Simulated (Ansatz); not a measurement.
**BNH3OF (SMILES NB(O)F): B3LYP/6-31G(d) (spherical functions)**

What is the vertical ionisation energy of BNH3OF at B3LYP/6-31G* (spherical functions)? 

The results are computed with Ansatz 0.2.0.

122 further runs of the same task are left out: 122 set aside as unsound or not needed.

## 1. The structure to begin with

The species is BNH3OF (7 atoms), meant as a singlet with charge 0. SMILES: `NB(O)F`. Geometry: relaxed at PBE0-D4/def2-TZVP. This is one conformer, not always the lowest.

Bond lengths: N1–B2 1.406 Å, B2–O3 1.363 Å, B2–F4 1.337 Å, N1–H5 1.004 Å, N1–H6 1.003 Å, O3–H7 0.957 Å. Angles: N1–B2–O3 125.7°, N1–B2–F4 118.3°, O3–B2–F4 116.0°, B2–N1–H5 121.1°, B2–N1–H6 124.7°, B2–O3–H7 114.6°, H5–N1–H6 114.2°.

## 2. A single-point energy at B3LYP/6-31G(d) (spherical functions)

File molecule.yaml:

```yaml
crystal:
  periodic: [false, false, false]
  atoms:
    - symbol: N
      position_ang: [-0.531800, 0.753400, -0.032100]
    - symbol: B
      position_ang: [0.039300, -0.505700, -0.288800]
    - symbol: O
      position_ang: [1.106300, -1.044300, 0.367000]
    - symbol: F
      position_ang: [-0.494800, -1.258200, -1.256300]
    - symbol: H
      position_ang: [-1.320400, 1.081700, -0.559700]
    - symbol: H
      position_ang: [-0.210100, 1.394300, 0.668500]
    - symbol: H
      position_ang: [1.472700, -0.489200, 1.055700]
basis:
  gaussian:
    orbitals: 6-31G_st_-spherical.json
total_charge: 0
hamiltonian:
  xc: {name: B3LYP}
accuracy: high
output:
  orbitals: {seedname: orbitals}
```

The basis set 6-31G* is read from a file made from the Basis Set Exchange's data (not shown).

Launch:

```console
$ ansatz run molecule.yaml --threads 1 --pin off --max-ram 3480MiB --events-out events.jsonl --progress --plain --runs-dir runs
```

Log:

```text
Warning: RAYON_NUM_THREADS=1 ignored (pool sized by the plan → 1); use --threads N
Functional definition: B3LYP
  name "B3LYP"
  parameter a0 = 0.2
  parameter ax = 0.72
  parameter ac = 0.81
  exchange = (1 - a0 - ax)*slater_x + ax*b88_x + a0*exact_x
  correlation = (1 - ac)*vwn_rpa_c + ac*lyp_c
1413 factors; integrals over basis functions are off by at most 3.7e-9 eV
mean field evaluation 1: about -6974.9335 eV, gradient 6.7e1 eV
mean field evaluation 2: about -6968.9861 eV, gradient 8.7e1 eV
mean field evaluation 4: about -6982.8903 eV, gradient 2.7e0 eV
mean field evaluation 8: about -6982.8998 eV, gradient 6.7e-2 eV
mean field evaluation 16: about -6982.8998 eV, gradient 1.4e-6 eV
mean field -6982.89978226 eV, -256.6168338185 hartree, gradient 4.2e-8 eV, S^2 0.000000; 0 other end points of the search recorded, 0 dependent functions left out
reference -6982.89981115 eV, -256.6168348801 hartree; 16, 16 occupied and 46, 46 virtual orbitals, 1413 factors
Total energy: -6982.89981115 eV, -256.6168348801 hartree
```

Run time: 3.9 s. Hardware: 1 thread of Intel Xeon Platinum 8259CL at 2.50GHz (Skylake/Cascade Lake), shared host; peak memory 0.18 GiB.

## 3. The doublet cation at the same level

File in.yaml:

```yaml
crystal:
  periodic: [false, false, false]
  atoms:
    - symbol: "N"
      position_ang: [-0.531800, 0.753400, -0.032100]
    - symbol: B
      position_ang: [0.039300, -0.505700, -0.288800]
    - symbol: O
      position_ang: [1.106300, -1.044300, 0.367000]
    - symbol: F
      position_ang: [-0.494800, -1.258200, -1.256300]
    - symbol: H
      position_ang: [-1.320400, 1.081700, -0.559700]
    - symbol: H
      position_ang: [-0.210100, 1.394300, 0.668500]
    - symbol: H
      position_ang: [1.472700, -0.489200, 1.055700]
basis:
  gaussian: {orbitals: 6-31G_st_-spherical.json}
total_charge: 1
magnetization: {spin_polarized: true, initial_magnetization: 1}
hamiltonian: {xc: {name: B3LYP}}
accuracy: high
output: {orbitals: {seedname: orbitals}}
```

The basis set 6-31G* is read from a file made from the Basis Set Exchange's data (not shown).

Launch:

```console
$ ansatz run in.yaml --threads 1 --pin off --max-ram 3480MiB --events-out events.jsonl --progress --plain --runs-dir runs
```

Log (excerpt; [...] marks lines left out):

```text
Warning: RAYON_NUM_THREADS=1 ignored (pool sized by the plan → 1); use --threads N
[... 7 set-up lines as earlier in the session ...]
1413 factors; integrals over basis functions are off by at most 3.7e-9 eV
mean field evaluation 1: about -6959.9783 eV, gradient 6.0e1 eV
mean field evaluation 2: about -6932.1164 eV, gradient 1.0e2 eV
mean field evaluation 4: about -6972.1905 eV, gradient 6.3e0 eV
mean field evaluation 8: about -6972.4768 eV, gradient 1.2e0 eV
mean field evaluation 16: about -6972.4837 eV, gradient 1.8e-3 eV
mean field -6972.48365993 eV, -256.2340483833 hartree, gradient 4.0e-8 eV, S^2 0.759921; 0 other end points of the search recorded, 0 dependent functions left out
reference -6972.48368610 eV, -256.2340493450 hartree; 16, 15 occupied and 46, 47 virtual orbitals, 1413 factors
Total energy: -6972.48368610 eV, -256.2340493450 hartree
```

Wall time 7.2 s (1 thread of Intel Xeon Platinum 8259CL at 2.50GHz (Skylake/Cascade Lake), shared host); peak memory 0.25 GiB.

## 4. Summary of results

Level: B3LYP/6-31G* (spherical functions).

| quantity | value |
| --- | --- |
| singlet BNH3OF: total energy | -256.61683 Eh |
| singlet BNH3OF: HOMO energy | -7.34 eV |
| singlet BNH3OF: LUMO energy | 1.59 eV |
| singlet BNH3OF: HOMO–LUMO gap | 8.93 eV |
| doublet cation: total energy | -256.23405 Eh |
| doublet cation: HOMO energy (highest over α and β) | -15.92 eV |
| doublet cation: LUMO energy (lowest over α and β) | -13.44 eV |
| doublet cation: ⟨S²⟩ | 0.760 |
| vertical ionisation energy (to the doublet cation) | 10.416 eV |

In words: Removing an electron at fixed nuclei costs 10.42 eV (240 kcal/mol). −ε(HOMO) before ionisation, 7.34 eV, is 3.08 eV below this ionisation energy.
